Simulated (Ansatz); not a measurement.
# CH8GeInN: the cost of one run

The runs use Ansatz 0.2.0, Gaussian basis; the settings change from run to run.

**1. The geometry**

An earlier PBE0-D4 in a triple-zeta def2 set relaxation fixed the geometry. In takes a core potential in def2 sets; no spin-orbit term is included.

SMILES `[CH3][In]([NH2])[GeH3]`, 12 atoms, charge 0, spin multiplicity 1.

Atoms are counted from 1 here; the program's logs count them from 0.

Bond lengths: C1–In2 2.149 Å, C1–H5 1.091 Å, C1–H6 1.090 Å, C1–H7 1.091 Å, In2–N3 2.015 Å, In2–Ge4 2.594 Å, N3–H8 1.007 Å, N3–H9 1.006 Å, Ge4–H10 1.541 Å, Ge4–H11 1.542 Å, Ge4–H12 1.542 Å. Angles: In2–C1–H5 110.2°, In2–C1–H6 110.2°, In2–C1–H7 110.2°, H5–C1–H6 109.0°, H5–C1–H7 108.1°, H6–C1–H7 109.0°, C1–In2–N3 114.8°, C1–In2–Ge4 130.9°, N3–In2–Ge4 114.3°, In2–N3–H8 124.4°, In2–N3–H9 124.4°, H8–N3–H9 111.1°, In2–Ge4–H10 112.3°, In2–Ge4–H11 111.6°, In2–Ge4–H12 111.6°, H10–Ge4–H11 107.2°, H10–Ge4–H12 107.2°, H11–Ge4–H12 106.6°.

**2. r2SCANh/def2-mTZVPP**

Options: charge +1, multiplicity 2, restricted open-shell orbitals, D4 dispersion, high accuracy.

File in.yaml:

```yaml
crystal:
  periodic: [false, false, false]
  atoms:
    - {symbol: C, position_ang: [-1.704530, 0.900823, 1.176367]}
    - {symbol: In, position_ang: [-0.026372, -0.055913, 0.234184]}
    - {symbol: N, position_ang: [1.052046, -1.253799, 1.443392]}
    - {symbol: Ge, position_ang: [0.850427, 0.070905, -2.203623]}
    - {symbol: H, position_ang: [-1.611915, 1.985418, 1.100788]}
    - {symbol: H, position_ang: [-1.756335, 0.620559, 2.228945]}
    - {symbol: H, position_ang: [-2.631869, 0.604484, 0.683421]}
    - {symbol: H, position_ang: [0.848236, -1.412942, 2.416407]}
    - {symbol: H, position_ang: [1.864338, -1.772319, 1.153460]}
    - {symbol: H, position_ang: [2.086835, -0.821191, -2.426729]}
    - {symbol: H, position_ang: [-0.222052, -0.374982, -3.217475]}
    - {symbol: H, position_ang: [1.251201, 1.508946, -2.589128]}
basis:
  gaussian: {orbitals: def2-mTZVPP}
total_charge: 1
magnetization: {spin_polarized: false, initial_magnetization: 1}
hamiltonian: {xc: {name: r2SCANh}, dispersion: d4}
accuracy: high
```

On the command line:

```console
$ ansatz run in.yaml --threads 2 --pin off --events-out ev --progress --plain --max-ram 22528MiB --backend cpu
```

**Question.** How long does this run take on 2 threads of AMD EPYC 7R13, shared host, and how much memory does it need?

About 86 s, with a peak of 1.4 GiB.
